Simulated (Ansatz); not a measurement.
# Mg: the cost of one run

Method: DFT PBEsol, scalar-relativistic, plane waves, PAW, in Ansatz 0.2.0.

16 further runs of the same task are left out: 16 set aside as unsound or not needed.

### 1 Starting point

Symmetry: I4/mmm, No. 139, tetragonal system. Conventional cell: a = 3.644 Å, b = 3.644 Å, c = 3.396 Å, α = 90.00°, β = 90.00°, γ = 90.00°. Mg (site symmetry 4/mmm) has 10 Mg at 3.09 to 3.40 Å as nearest neighbours.

Coordinates:

```
CELL_PARAMETERS angstrom
-1.82196 1.82196 1.69805
1.82196 -1.82196 1.69805
1.82196 1.82196 -1.69805
ATOMIC_POSITIONS crystal
Mg 0.00000 0.00000 0.00000
```

It goes back to an entry of the Materials Project, which need not be the stable form.

This cell was relaxed beforehand with the same method: volume 22.55 Å³/atom, gap on the mesh none (metal).

### 2 The scan

The energy is mapped over volume and the cell's shape.

- volume per atom: 7 values from 20.74 to 24.35 Å³
- c/a of the conventional cell: 7 values from 0.777 to 1.118

Nothing else is relaxed (symmetry fixes all fractional coordinates). Energies count from the relaxed crystal. Points are written as (first, second).

### 3 The run at (24.35 Å³, 0.777)

Input file input.yaml:

```yaml
crystal:
  lattice:
    - [-1.9862346899, 1.9862346899, 1.5431057306]
    - [1.9862346899, -1.9862346899, 1.5431057306]
    - [1.9862346899, 1.9862346899, -1.5431057306]
  atoms:
    - { symbol: Mg, position: [0.0, 0.0, 0.0] }
basis:
  ecutwfc: 520.0
kpoints:
  mp_grid: { grid: [20, 20, 20] }
hamiltonian:
  xc: pbesol
scf:
  occupations: { method: gaussian, width: 0.15 }
output:
  forces: true
  stress: true
  eigenvalues: true
```

The run is started by

```
$ ansatz run input.yaml --threads 1 --pin off --max-ram 2048MiB --backend cpu --events-out ev --progress --plain --runs-dir out
```

Q: Estimate wall time and peak memory on 1 thread of Arm Neoverse N1, shared host.

About 17 s, with a peak of 0.45 GiB.
